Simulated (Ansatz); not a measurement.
# C₄H₁₁Cl₂GaSi: one species, many methods

How much do the methods differ for C₄H₁₁Cl₂GaSi? The plan is to run it at one geometry with functionals of several rungs and with coupled cluster. The yardstick is the atomisation energy at the CCSD(T) limit.

Computed with Ansatz 0.2.0, Gaussian basis. Level: functionals in def2-TZVPP, the program's frozen cores in correlated methods.

Plan: LDA (SPW92), PBE-D4, revPBE-D4, BLYP-D4, r2SCAN-D4, B97M-V, PBE0-D4, B3LYP-D4, r2SCANh-D4, r2SCAN0-D4, HSE06-D4, BHLYP-D4, CAM-B3LYP-D4, LC-ωPBE, ωB97X-V, ωB97M-V, B2PLYP, PBE-QIDH; CCSD(T)/def2-SVP; CCSD(T)/def2-TZVPP; MP2/def2-QZVPP; extrapolation to the limit; RPA on PBE.

## Step 1: Structure used throughout

All runs share one geometry, relaxed beforehand with PBE0-D4 in a triple-zeta def2 set.

19 atoms, charge 0, spin multiplicity 1.

Atoms are counted from 1 here; the program's logs count them from 0.

Bond lengths: C1–Si2 1.872 Å, C1–H9 1.094 Å, C1–H10 1.093 Å, C1–H11 1.093 Å, Si2–C3 1.876 Å, Si2–C4 1.870 Å, Si2–C5 1.888 Å, C3–H12 1.095 Å, C3–H13 1.093 Å, C3–H14 1.093 Å, C4–H15 1.093 Å, C4–H16 1.093 Å, C4–H17 1.093 Å, C5–Ga6 1.934 Å, C5–H18 1.093 Å, C5–H19 1.094 Å, Ga6–Cl7 2.141 Å, Ga6–Cl8 2.143 Å. Angles: Si2–C1–H9 110.9°, Si2–C1–H10 111.1°, Si2–C1–H11 111.2°, H9–C1–H10 107.8°, H9–C1–H11 107.8°, H10–C1–H11 107.9°, C1–Si2–C3 109.9°, C1–Si2–C4 110.5°, C1–Si2–C5 109.1°, C3–Si2–C4 109.9°, C3–Si2–C5 108.7°, C4–Si2–C5 108.7°, Si2–C3–H12 112.0°, Si2–C3–H13 111.6°, Si2–C3–H14 110.8°, H12–C3–H13 107.6°, H12–C3–H14 106.9°, H13–C3–H14 107.7° and more.

## Step 2: LDA

This LDA is Slater exchange with PW92 correlation.

File in.yaml:

```yaml
crystal:
  periodic: [false, false, false]
  atoms:
    - {symbol: C, position_ang: [-0.644778, -2.224801, 0.023538]}
    - {symbol: Si, position_ang: [-0.093739, -0.444052, 0.190916]}
    - {symbol: C, position_ang: [1.774162, -0.338533, 0.057374]}
    - {symbol: C, position_ang: [-0.657212, 0.266318, 1.826483]}
    - {symbol: C, position_ang: [-0.857694, 0.573247, -1.204732]}
    - {symbol: Ga, position_ang: [0.029238, 2.281887, -1.390712]}
    - {symbol: Cl, position_ang: [1.488574, 2.689193, -2.902797]}
    - {symbol: Cl, position_ang: [-0.268355, 3.910311, -0.029918]}
    - {symbol: H, position_ang: [-0.233687, -2.837309, 0.830823]}
    - {symbol: H, position_ang: [-1.734168, -2.305133, 0.064161]}
    - {symbol: H, position_ang: [-0.311646, -2.654034, -0.924986]}
    - {symbol: H, position_ang: [2.142307, 0.676209, 0.243047]}
    - {symbol: H, position_ang: [2.124407, -0.641610, -0.933101]}
    - {symbol: H, position_ang: [2.253413, -0.989878, 0.793297]}
    - {symbol: H, position_ang: [-0.204878, -0.275224, 2.661645]}
    - {symbol: H, position_ang: [-1.743028, 0.196108, 1.933219]}
    - {symbol: H, position_ang: [-0.382021, 1.320161, 1.922278]}
    - {symbol: H, position_ang: [-0.762985, 0.049164, -2.159630]}
    - {symbol: H, position_ang: [-1.917902, 0.747965, -1.000896]}
basis:
  gaussian: {orbitals: def2-TZVPP}
hamiltonian: {xc: lda}
output: {orbitals: {seedname: orbitals}}
```

Launch:

```sh
> ansatz run in.yaml --threads 4 --pin off --events-out ev --progress --plain --max-ram 46080MiB --backend cuda --devices 0, --max-vram 37GiB
```

The runs that follow: PBE-D4 (GGA); revPBE-D4 (GGA); BLYP-D4 (GGA); r2SCAN-D4 (meta-GGA); B97M-V (meta-GGA); B3LYP-D4 (hybrid); r2SCANh-D4 (hybrid); r2SCAN0-D4 (hybrid); HSE06-D4 (hybrid); BHLYP-D4 (hybrid); CAM-B3LYP-D4 (range-separated); LC-ωPBE (range-separated); ωB97X-V (range-separated); ωB97M-V (range-separated); B2PLYP (double hybrid); PBE-QIDH (double hybrid); CCSD(T) in def2-SVP; CCSD(T) in def2-TZVPP; MP2 in def2-QZVPP; RPA on PBE orbitals.

**Question.** What will the summary of the whole plan be? Wanted: atomisation energy, CCSD(T)/CBS; farthest beyond LDA; mean size of error, GGA; mean size of error, meta-GGA; mean size of error, hybrid; mean size of error, range-separated; mean size of error, double hybrid; gap, smallest and largest; T1 diagnostic.

**Answer**, as computed:

| quantity | value |
| --- | --- |
| atomisation energy, CCSD(T)/CBS | 7034.9 kJ/mol |
| functionals within 70.3 kJ/mol (1.0 %) | PBE-D4, r2SCAN-D4, B97M-V, PBE0-D4, B3LYP-D4, r2SCANh-D4, r2SCAN0-D4, HSE06-D4, CAM-B3LYP-D4, LC-ωPBE, ωB97X-V, ωB97M-V, PBE-QIDH |
| farthest beyond LDA | BHLYP-D4 (-151.2 kJ/mol) |
| mean size of error, GGA | 82.8 kJ/mol |
| mean size of error, meta-GGA | 26.5 kJ/mol |
| mean size of error, hybrid | 44.6 kJ/mol |
| mean size of error, range-separated | 16.5 kJ/mol |
| mean size of error, double hybrid | 54.5 kJ/mol |
| gap, smallest and largest | 5.01 eV (LDA (SPW92)), 11.90 eV (LC-ωPBE) |
| T1 diagnostic | 0.0106 |
| triples share of the correlation energy | 4.1 % |

The LDA atomisation energy is off by 859.8 kJ/mol (12 %): it overbinds. PBE-D4 misses by +66.3 kJ/mol. Double hybrids carry the basis error of their MP2 part in triple zeta, and no dispersion term here, so their miss is partly the set-up's. The rungs range-separated, meta-GGA, hybrid, double hybrid miss on average by less than the doubt on the reference (70.3 kJ/mol), so they tie. Misses under about 70.3 kJ/mol are within the doubt on the reference itself, which lacks core-valence correlation, relativity and higher excitations, and its outer-core shells are covered unevenly. Hartree-Fock recovers 76 % of the binding; the rest is correlation. CCSD(T) in def2-SVP is off by -351.7 kJ/mol, which most functionals beat. Orbital gaps span 5.0 to 11.9 eV; exact exchange widens them. Correlated methods include outer-core shells of Ga, which these sets cover unevenly.
